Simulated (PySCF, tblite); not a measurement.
# C5H6NOS2 radical: geometry, infrared bands and EPR parameters

Aim: predict the infrared bands and EPR parameters of C5H6NOS2 radical (`N#C[C@@H](CO)[C@@H]1[CH]SS1`).

Programs: tblite 0.8.0 and PySCF 2.14.0, with density-fitted response routines of our own. Each step states its level of theory. These are calculated values for one molecule in the gas phase, unless marked as measured. Atoms are numbered from 0 throughout.

### 1 The starting structure

15 atoms, charge 0, multiplicity 2; geometry from: force field or distance geometry start.

Bonds of the start (Å): N0–C1 1.15, C1–C2 1.50, C2–C3 1.51, C3–O4 1.39, C2–C5 1.49, C5–C6 1.49, C6–S7 1.81, S7–S8 2.12, S8–C5 1.83, C2–H9 1.11, C3–H10 1.11, C3–H11 1.12, O4–H12 1.00, C5–H13 1.11, C6–H14 1.08.

### 2 Relaxing the molecule with GFN2-xTB

What the job is given:

```
{"job": {"kind": "relax", "xc": "GFN2-xTB", "basis": "xTB"}, "charge": 0, "multiplicity": 2}
N     -0.837600     3.024500    -0.578600
C     -0.509100     1.982100    -0.222200
C     -0.048900     0.642100     0.274500
C     -1.335500    -0.110000     0.487200
O     -1.138000    -1.397700     0.971300
C      0.842500     0.103700    -0.784700
C      1.441200    -1.232300    -0.517800
S      2.846700    -0.843900     0.557500
S      2.541600     0.771100    -0.780900
H      0.455400     0.765500     1.253100
H     -1.956200    -0.191100    -0.426900
H     -1.988900     0.389900     1.243400
H     -1.581700    -2.083500     0.389200
H      0.477300     0.150600    -1.829400
H      0.786900    -1.963000    -0.057500
```

Run with:

```
> OMP_NUM_THREADS=1 python probes_run.py task.json out
```

This one command runs all jobs of the session in turn.

**Question.** This job is followed by: GFN2-xTB harmonic vibrations, gas phase; UKS B3LYP, pcH-1 on C H N O S, non-relativistic, mean-field spin-orbit, GIAO. What will the session give for the following? strongest single infrared mode (GFN2-xTB); zero-point energy (GFN2-xTB); g(iso) (B3LYP); ⟨S²⟩; largest a(iso); potential on the surface of density 0.002 e/bohr³, 1st and 99th percentile.

**Answer**, as computed:

| quantity | value |
| --- | --- |
| strongest single infrared mode (GFN2-xTB) | 2401 cm⁻¹, 221 km/mol |
| zero-point energy (GFN2-xTB) | 63.3 kcal/mol |
| g(iso) (B3LYP) | 2.00521 |
| ⟨S²⟩ | 0.754 (exact 0.75) |
| largest a(iso) | 13C on C6, 143.4 MHz |
| potential on the surface of density 0.002 e/bohr³, 1st and 99th percentile | -1.64 V and 2.69 V |

What this shows: Over 102 steps the energy fell by 0.914 eV; of the close pairs, C6–S7 changed most, 1.812 to 1.728 Å. All 39 modes are real, so the xTB geometry is a minimum. The strongest single mode, at 2401 cm⁻¹, moves mainly C1 and N0. Unscaled tight-binding wavenumbers are off by several per cent, some by more. Its intensities can rank the bands wrongly. C6 carries the largest spin population, 0.78 e. The isotropic g lies 2.9 ppt above the free-electron value. These values are for one conformer; the search (at its own cheap level) found 2 more, at 0.00, 0.31 kcal/mol (those within 0.05 may be mirror or relabelled copies), and measured spectra average over such forms.
